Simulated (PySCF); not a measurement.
# What single edits do to a PySCF run on MoS3

Aim: run a base script for MoS3, then edit it and compare.

The runs use PySCF 2.14.0; each script names its method and basis.

4 further runs of the same task are left out: 4 that didn't finish.

**1. The starting structure**

MoS3: 4 atoms, charge 0, spin multiplicity 1.

Bond lengths: Mo1–S2 2.111 Å, Mo1–S3 2.111 Å, Mo1–S4 2.111 Å. Angles: S2–Mo1–S3 108.2°, S2–Mo1–S4 108.2°, S3–Mo1–S4 108.2°.

**2. The base run**

input.py

```python
from pyscf import gto, dft

mol = gto.M(
    atom='Mo 0 0 0.3687; S 1.9752 0 -0.3772; S -0.9876 1.7106 -0.3772; S -0.9876 -1.7106 -0.3772',
    basis='lanl2dz',
    ecp={'Mo': 'lanl2dz', 'S': 'lanl2dz'},
    charge=0,
    spin=0,
    verbose=4,
)
mf = dft.RKS(mol, xc='tpssh')
mf.kernel()
mf.dip_moment()
print('orbital energies (hartree):', mf.mo_energy[..., max(0, mol.nelec[1]-3):mol.nelec[0]+3].round(4))
```

Launch:

```bash
$ OMP_NUM_THREADS=1 python input.py
```

The log of this run is left out.

Base result: E(SCF) = -97.877828 Eh, 13 cycles, μ = 3.58 D.

**3. DIIS space 4**

Run 1 changes DIIS space: default → 4.

input.py

```python
from pyscf import gto, dft

mol = gto.M(
    atom='Mo 0 0 0.3687; S 1.9752 0 -0.3772; S -0.9876 1.7106 -0.3772; S -0.9876 -1.7106 -0.3772',
    basis='lanl2dz',
    ecp={'Mo': 'lanl2dz', 'S': 'lanl2dz'},
    charge=0,
    spin=0,
    verbose=4,
)
mf = dft.RKS(mol, xc='tpssh')
mf.diis_space = 4
mf.kernel()
mf.dip_moment()
print('orbital energies (hartree):', mf.mo_energy[..., max(0, mol.nelec[1]-3):mol.nelec[0]+3].round(4))
```

Launch:

```bash
$ OMP_NUM_THREADS=1 python input.py
```

What does the calculation give? Wanted: for each run, E(SCF); from base; gap; SCF dipole.

The runs gave:

```csv
run,E(SCF) (hartree),from base (eV),cycles,gap (eV),SCF dipole (D)
base,-97.877828,0,13,1.50,3.58
DIIS space 4,-97.877828,0.0000,16,1.50,3.58
```

Distance from each run's final energy (log10 hartree) by cycle:

```csv
run,cycle 1,cycle 2,cycle 3,cycle 5,cycle 8,cycle 12
base,0.4,1.0,0.1,-2.1,-3.3,< -11
DIIS space 4,0.4,1.0,0.1,-2.1,-4.1,-6.5
```

In words: With DIIS space 4 the SCF ends at the base energy. The base needs 13 cycles and the run with DIIS space 4 needs 16.
